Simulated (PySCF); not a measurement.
Molecule: BSeH3, in a box.

```
CELL_PARAMETERS angstrom
12.00000 0.00000 0.00000
0.00000 13.00000 0.00000
0.00000 0.00000 10.00000
ATOMIC_POSITIONS crystal
B 0.50464 0.44152 0.50495
Se 0.59947 0.55870 0.48256
H 0.40518 0.45534 0.51478
H 0.54716 0.36328 0.51023
H 0.51432 0.64561 0.49405
```

The cell isn't the ideal one: atoms moved at random, drawn with an rms of 0.05 Å.

Base run:

```yaml
Program: PySCF 2.14.0
Functional: PBE
Potentials_or_basis: pob-tzvp-rev2 (all-electron)
k_mesh: 1 × 1 × 1
Occupations: fixed
Spin: no spin polarisation
```

Its results: gap between the frontier levels 4.75 eV.

The run is repeated on the same cell with these changes: functional from PBE to LDA. What comes out?

Gap between the frontier levels 4.66 eV.

Caveats: this is a molecule in a periodic box at the Γ point, so its band gap is the HOMO-LUMO gap; relativity is left out, which matters for the heavier elements; the basis of atomic orbitals isn't converged, which shifts pressures, moduli and gaps; this basis is made for solids and lacks diffuse functions, so gaps of a molecule come out too wide by an eV or more.

